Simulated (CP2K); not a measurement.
HfIn4SiO6:

```xyz
12
Lattice="6.4456 0.0000 0.0000 -3.2077 5.5907 0.0000 -0.7713 -1.3317 6.3087" Properties=species:S:1:pos:R:3 pbc="T T T"
Hf    0.3225    0.5569    0.0575
In    3.5538    2.6841    0.0516
In    0.5595    4.4182    0.0516
In    2.4326    0.5845    3.0533
In   -0.7037    2.4008    3.0533
Si    2.4228    4.1834    2.8088
O     3.2013    2.7811    2.4039
O     0.8191    4.1608    2.4039
O    -0.1337   -0.2308    1.8611
O     2.6341    4.5481    4.3880
O     2.2391    0.7124    0.4691
O    -0.4964    2.2967    0.4691
```

The cell was built by a generator and needn't be a form met in nature.

- Program: CP2K 2026.2
- Task: relaxation of cell and atoms
- Functional: LDA
- Potentials or basis: GTH_POTENTIALS Hf GTH-PADE-q12, In GTH-PADE-q13, Si GTH-PADE-q4, O GTH-PADE-q6; DZVP-MOLOPT-PBE-GTH basis
- Density cutoff: 8163 eV
- k mesh: 4 × 4 × 4
- Occupations: fermi-dirac, width 0.05 eV
- Spin: no spin polarisation

At the start: pressure -8.5 GPa; volume 18.94 Å³/atom.

Task: How do energy, volume and symmetry change on relaxing?

Result: Over 26 steps the energy falls by 65.5 meV/atom and the volume is 16.40 Å³/atom (-13.5 %); space group Cm (No. 8, to 0.05 Å).

Step by step:
| step | energy change (eV) | largest force (eV/Å) | volume (Å³) |
| --- | --- | --- | --- |
| 1 | 0.0000 | 1.0847 | 227.34 |
| 2 | -0.1630 | 0.7545 | 225.07 |
| 3 | -0.4919 | 1.5042 | 213.80 |
| 4 | -0.5473 | 0.9274 | 213.61 |
| 5 | -0.6149 | 0.6778 | 210.31 |
| 6 | -0.6341 | 0.6162 | 208.55 |
| 7 | -0.6598 | 0.5709 | 206.06 |
| 8 | -0.6851 | 0.4987 | 203.67 |
| 9 | -0.7075 | 0.5173 | 201.83 |
| 10 | -0.7233 | 0.4934 | 200.95 |
| 11 | -0.7343 | 0.3628 | 200.52 |
| 12 | -0.7447 | 0.3981 | 200.03 |
| 13 | -0.7547 | 0.2632 | 199.31 |
| 14 | -0.7611 | 0.2293 | 198.65 |
| 15 | -0.7648 | 0.1672 | 198.23 |
| 16 | -0.7680 | 0.1738 | 197.91 |
| 17 | -0.7725 | 0.2598 | 197.52 |
| 18 | -0.7770 | 0.2492 | 197.23 |
| 19 | -0.7801 | 0.1458 | 197.21 |
| 20 | -0.7813 | 0.0973 | 197.35 |
| 21 | -0.7820 | 0.0845 | 197.38 |
| 22 | -0.7833 | 0.1466 | 197.36 |
| 23 | -0.7847 | 0.1692 | 197.20 |
| 24 | -0.7859 | 0.1147 | 196.93 |
| 25 | -0.7864 | 0.0471 | 196.75 |
| 26 | -0.7864 | 0.0471 | 196.75 |

Final structure:
```yaml
crystal:
  lattice:
    - [6.08897, 0.00000, 0.00000]
    - [-3.07917, 5.25485, 0.00000]
    - [-0.73869, -1.27413, 6.14911]
  atoms:
    - { symbol: Hf, position: [0.10045, 0.10045, 0.00669] }
    - { symbol: In, position: [0.79727, 0.48680, 0.99862] }
    - { symbol: In, position: [0.48680, 0.79727, 0.99862] }
    - { symbol: In, position: [0.53454, 0.20555, 0.49550] }
    - { symbol: In, position: [0.20555, 0.53454, 0.49550] }
    - { symbol: Si, position: [0.85582, 0.85582, 0.44640] }
    - { symbol: O, position: [0.83468, 0.57784, 0.37669] }
    - { symbol: O, position: [0.57784, 0.83468, 0.37669] }
    - { symbol: O, position: [0.03783, 0.03783, 0.29513] }
    - { symbol: O, position: [0.97822, 0.97822, 0.69799] }
    - { symbol: O, position: [0.43667, 0.14653, 0.07164] }
    - { symbol: O, position: [0.14653, 0.43667, 0.07164] }
```

Caveat: the basis of atomic orbitals isn't converged, which shifts pressures, moduli and gaps.
